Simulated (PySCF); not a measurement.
# C2H6N2SeSi: the cost of one run

Computed with PySCF 2.14.0, with density-fitted response routines of our own, on a single molecule in the gas phase. Atoms count from 0, in the outputs and in this text.

### 1 Starting geometry

12 atoms, charge 0, multiplicity 1; geometry from: GFN2-xTB. The atoms were then displaced at random by about 0.01 Å, so the start is not that level's minimum.

Bonds of the start (Å): N0–C1 1.14, C1–Si2 1.86, Si2–N3 1.71, Si2–C4 1.92, C4–Se5 1.98, Si2–H6 1.47, N3–H7 1.02, N3–H8 0.99, C4–H9 1.07, C4–H10 1.09, Se5–H11 1.45.

### 2 Relaxing the molecule at PBE0-D3(BJ)/def2-SVP

What the job is given:

```
{"job": {"xc": "PBE0", "basis": "def2-SVP", "d3": "d3bj", "grid": 1, "shake": 0.01, "kind": "geom"}, "charge": 0, "multiplicity": 1}
N     -2.357130    -1.841360    -1.611100
C     -1.710940    -1.172590    -0.955370
Si    -0.655790    -0.122710     0.157270
N     -0.773130     1.487800    -0.402750
C      1.175530    -0.618230    -0.150390
Se     2.429390     0.511460     0.883870
H     -1.007640    -0.446290     1.550250
H     -1.694880     1.930770    -0.457910
H     -0.090700     2.167980    -0.171880
H      1.461670    -0.459040    -1.169570
H      1.377200    -1.651870     0.125620
H      1.886110     0.185790     2.192940
```

Started as:

```
$ OMP_NUM_THREADS=1 python probes_run.py task.json out
```

One launch serves the whole session: the jobs run in the order shown.

**Question.** How long does this first job take on 1 thread of Arm Neoverse V1, shared host, and how much memory does it need?

About 74 s, with a peak of 0.53 GiB.
